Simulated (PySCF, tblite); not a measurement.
# C6H5NO: geometry, infrared bands and NMR shifts

Aim: predict the infrared bands and NMR shifts of C6H5NO (`C=C(C#N)C(C)=C=O`).

The runs use tblite 0.8.0 and PySCF 2.14.0, with density-fitted response routines of our own; the level of theory stands in each step. All values are computed, except where a source is named. Atoms count from 0, in the outputs and in this text.

### Step 1. Starting geometry

13 atoms, charge 0, multiplicity 1; geometry from: force field or distance geometry start.

Bonds of the start (Å): C0–C1 1.34, C1–C2 1.43, C2–N3 1.17, C1–C4 1.48, C4–C5 1.50, C4–C6 1.31, C6–O7 1.18, C0–H8 1.09, C0–H9 1.10, C5–H10 1.10, C5–H11 1.09, C5–H12 1.09.

### Step 2. Optimising the geometry with GFN2-xTB

Job settings and geometry (Å):

```
{"job": {"kind": "relax", "xc": "GFN2-xTB", "basis": "xTB"}, "charge": 0, "multiplicity": 1}
C     -1.755200     0.243000     0.140900
C     -0.518500     0.730200    -0.012400
C     -0.351700     2.148000    -0.106200
N     -0.266000     3.312100    -0.202000
C      0.679500    -0.130600    -0.047600
C      0.526100    -1.622900     0.053300
C      1.867300     0.403400    -0.200600
O      2.947100     0.863300    -0.319700
H     -1.986800    -0.813800     0.232500
H     -2.626400     0.913900     0.180200
H      0.072200    -1.901000     1.010800
H     -0.089000    -2.018000    -0.758200
H      1.497000    -2.127000     0.011200
```

Started as:

```
$ OMP_NUM_THREADS=1 python probes_run.py task.json out
```

This one command runs all jobs of the session in turn.

**Question.** This job is followed by: GFN2-xTB harmonic vibrations, gas phase; GIAO PBE0/pcSseg-1 NMR shielding, non-relativistic, gas phase. Predict these results of the whole session: strongest single infrared mode (GFN2-xTB); zero-point energy (GFN2-xTB); ¹³C shifts against TMS (PBE0/pcSseg-1); ¹H shifts against TMS (PBE0/pcSseg-1, means over atoms taken as alike); ¹⁵N shifts against NH3 (PBE0/pcSseg-1); ¹⁷O shifts against H2O (PBE0/pcSseg-1).

**Answer**, as computed:

| quantity | value |
| --- | --- |
| strongest single infrared mode (GFN2-xTB) | 2257 cm⁻¹, 1362 km/mol |
| zero-point energy (GFN2-xTB) | 57.4 kcal/mol |
| ¹³C shifts against TMS (PBE0/pcSseg-1) | 204.1, 125.7, 122.2, 121.3, 41.5, 11.3 ppm |
| ¹H shifts against TMS (PBE0/pcSseg-1, means over atoms taken as alike) | 5.79, 5.44, 1.86 ppm |
| ¹⁵N shifts against NH3 (PBE0/pcSseg-1) | 315.1 ppm |
| ¹⁷O shifts against H2O (PBE0/pcSseg-1) | 411.4 ppm |

What this shows: Relaxing lowered the energy by 0.100 eV in 38 steps; the close pair that moved most is C2–N3, from 1.171 to 1.145 Å. No mode is imaginary among the 33: a minimum at this level. The strongest single mode, at 2257 cm⁻¹, moves mainly C6. GFN2-xTB is a fitted tight-binding method: band positions and strengths are rough. Its intensities can rank the bands wrongly. At PBE0/pcSseg-1: The largest span, 439 ppm, is at N3, where the paramagnetic term is -389 ppm.
